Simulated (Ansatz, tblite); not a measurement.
**The cluster FeSi₁₇H₂₄: a ladder of methods and basis sets**

An exercise on one series of results from a longer session: the logs are not shown, and one member is left open.

The runs use Ansatz 0.2.0, Gaussian basis; as each input shows.

Levels to be run: GFN1-xTB, GFN2-xTB, PBE-D4/def2-TZVP, r2SCAN-D4/def2-TZVP, LDA/def2-TZVP, HF/def2-TZVP, revPBE-D4/def2-TZVP, PBE+5HF/def2-SVP, PBE+10HF/def2-SVP, PBE+15HF/def2-SVP, PBE+35HF/def2-SVP, PBE+50HF/def2-SVP, PBE-D4/def2-SVP, PBE0-D4/def2-SVP, HF/STO-3G, HF/6-31G, B3LYP-D4/6-31G, MP2/def2-SVP, RPA/def2-SVP.

1 further run of the same task is left out (it didn't finish).

## The geometry

The geometry is that of the singlet, from an earlier relaxation (PBE-D4/def2-SVP).

42 atoms, charge 0, spin multiplicity 1.

Bond lengths: Si1–Si9 2.360 Å, Si1–Si12 2.360 Å, Si1–H19 1.510 Å, Si1–H20 1.507 Å, Si2–Si11 2.348 Å, Si2–Si13 2.345 Å, Si2–H21 1.509 Å, Si2–H22 1.508 Å, Si3–Si10 2.252 Å, Si3–Si15 2.306 Å, Si3–Fe18 2.314 Å, Si3–H23 1.507 Å, Si4–Si11 2.337 Å, Si4–Si14 2.333 Å, Si4–Si16 2.369 Å, Si4–H24 1.513 Å, Si5–Si9 2.357 Å, Si5–Si11 2.384 Å and more. Angles: Si9–Si1–Si12 112.8°, Si9–Si1–H19 110.6°, Si9–Si1–H20 108.0°, Si12–Si1–H19 107.6°, Si12–Si1–H20 110.1°, H19–Si1–H20 107.7°, Si11–Si2–Si13 106.2°, Si11–Si2–H21 109.1°, Si11–Si2–H22 112.9°, Si13–Si2–H21 110.7°, Si13–Si2–H22 109.8°, H21–Si2–H22 108.2°, Si10–Si3–Si15 100.4°, Si10–Si3–Fe18 63.2°, Si10–Si3–H23 138.5°, Si15–Si3–Fe18 67.9°, Si15–Si3–H23 120.1°, Fe18–Si3–H23 138.1° and more.

No spin-orbit coupling is included.

PBE0-D4/def2-TZVP was run before; its log isn't repeated, and its numbers join the tables.

The first run:

Tight binding, by tblite at 300 K electronic temperature and without a spin-polarisation term:

```python
tblite.interface.Calculator('GFN1-xTB', numbers, positions, charge=0, uhf=0).singlepoint()
```

Tight binding, by tblite at 300 K electronic temperature and without a spin-polarisation term:

```python
tblite.interface.Calculator('GFN2-xTB', numbers, positions, charge=0, uhf=0).singlepoint()
```

start.molden holds the orbitals of an earlier run on this state, given as this run's starting guess.

in.yaml

```yaml
crystal:
  periodic: [false, false, false]
  atoms:
    - {symbol: Si, position_ang: [-2.004063, -2.745092, 2.375069]}
    - {symbol: Si, position_ang: [1.693103, -3.155300, 0.346840]}
    - {symbol: Si, position_ang: [-1.635558, 3.028184, -2.476453]}
    - {symbol: Si, position_ang: [1.056299, -0.988256, -2.756632]}
    - {symbol: Si, position_ang: [-1.160613, -0.324062, -0.293452]}
    - {symbol: Si, position_ang: [1.092992, -0.265178, 2.683399]}
    - {symbol: Si, position_ang: [1.136581, 2.561026, 0.088076]}
    - {symbol: Si, position_ang: [3.643652, 0.150148, -0.175150]}
    - {symbol: Si, position_ang: [-2.997865, -1.198059, 0.895975]}
    - {symbol: Si, position_ang: [-2.818565, 1.652822, -1.141385]}
    - {symbol: Si, position_ang: [0.049743, -2.232372, -1.053413]}
    - {symbol: Si, position_ang: [-0.377725, -1.757579, 3.771883]}
    - {symbol: Si, position_ang: [2.742902, -1.344485, 1.404901]}
    - {symbol: Si, position_ang: [-0.479330, 0.680150, -3.306576]}
    - {symbol: Si, position_ang: [-0.381648, 4.156964, -0.904348]}
    - {symbol: Si, position_ang: [1.927656, 0.903027, -1.626545]}
    - {symbol: Si, position_ang: [-0.232369, 1.148620, 1.361858]}
    - {symbol: Fe, position_ang: [-0.425426, 1.588142, -1.127991]}
    - {symbol: H, position_ang: [-3.049306, -3.374741, 3.265110]}
    - {symbol: H, position_ang: [-1.382257, -3.843326, 1.550951]}
    - {symbol: H, position_ang: [2.679816, -3.928133, -0.494385]}
    - {symbol: H, position_ang: [1.124340, -4.091687, 1.383123]}
    - {symbol: H, position_ang: [-1.637003, 3.484331, -3.912336]}
    - {symbol: H, position_ang: [1.994208, -1.667642, -3.730751]}
    - {symbol: H, position_ang: [1.757034, 0.594575, 3.735137]}
    - {symbol: H, position_ang: [2.407069, 3.208384, 0.571112]}
    - {symbol: H, position_ang: [4.655745, -0.587330, -1.020221]}
    - {symbol: H, position_ang: [4.365660, 1.255710, 0.559949]}
    - {symbol: H, position_ang: [-3.933942, -1.939328, -0.027789]}
    - {symbol: H, position_ang: [-3.789422, -0.164379, 1.656125]}
    - {symbol: H, position_ang: [-3.694673, 0.644055, -1.833348]}
    - {symbol: H, position_ang: [-3.509834, 2.225785, 0.067169]}
    - {symbol: H, position_ang: [-0.894363, -3.288318, -1.581919]}
    - {symbol: H, position_ang: [0.411383, -2.835870, 4.475071]}
    - {symbol: H, position_ang: [-1.121220, -0.970458, 4.824893]}
    - {symbol: H, position_ang: [3.806208, -1.834732, 2.360486]}
    - {symbol: H, position_ang: [-1.833418, 0.241269, -3.832234]}
    - {symbol: H, position_ang: [0.174164, 1.448043, -4.440427]}
    - {symbol: H, position_ang: [0.569556, 5.157449, -1.509758]}
    - {symbol: H, position_ang: [-1.178262, 4.779212, 0.209909]}
    - {symbol: H, position_ang: [2.624924, 1.764344, -2.658089]}
    - {symbol: H, position_ang: [-1.301572, 1.845384, 2.162966]}
basis:
  gaussian: {orbitals: def2-TZVP, fitting: {mean_field: def2-universal-jkfit}, initial_orbitals: start.molden}
hamiltonian: {xc: pbe, dispersion: d4}
scf: {omitted_lower_state_checks: [starts]}
output: {orbitals: {seedname: orbitals}}
```

On the command line:

```console
$ ansatz run in.yaml --threads 2 --pin off --events-out ev --progress --plain --max-ram 32768MiB --backend cuda --devices 0, --max-vram 18GiB
```

Steps of the session up to this table: PBE-D4/def2-TZVP; r2SCAN-D4/def2-TZVP; LDA/def2-TZVP; HF/def2-TZVP; revPBE-D4/def2-TZVP; PBE+5HF/def2-SVP; PBE+10HF/def2-SVP; PBE+15HF/def2-SVP; PBE+35HF/def2-SVP; PBE+50HF/def2-SVP; PBE-D4/def2-SVP; PBE0-D4/def2-SVP; HF/STO-3G; HF/6-31G; B3LYP-D4/6-31G; MP2/def2-SVP; RPA/def2-SVP.

One of the session's tables, all rows but one given; the rest of the session is left out.

It belongs to the step «Binding energy». 

| level | binding an atom (eV) |
| --- | --- |
| HF/6-31G | 1.665 |
| HF/def2-SVP | 2.084 |
| HF/def2-TZVP | ? |
| LDA/def2-TZVP | 3.636 |
| PBE-D4/def2-SVP | 3.256 |
| PBE-D4/def2-TZVP | 3.248 |
| revPBE-D4/def2-TZVP | 3.204 |
| r2SCAN-D4/def2-TZVP | 3.237 |
| B3LYP-D4/6-31G | 2.842 |
| PBE0-D4/def2-SVP | 3.182 |
| PBE0-D4/def2-TZVP | 3.188 |
| MP2/def2-SVP | 2.940 |

Estimate the missing values for HF/def2-TZVP.

The run gave: binding an atom (eV): 2.099. In the column «binding an atom (eV)» it lies between HF/def2-SVP (2.084) and B3LYP-D4/6-31G (2.842).

Limits of these values: Free atoms were run apart at each level; binding is atoms less cluster, divided by the number of atoms, without zero-point or spin-orbit terms.
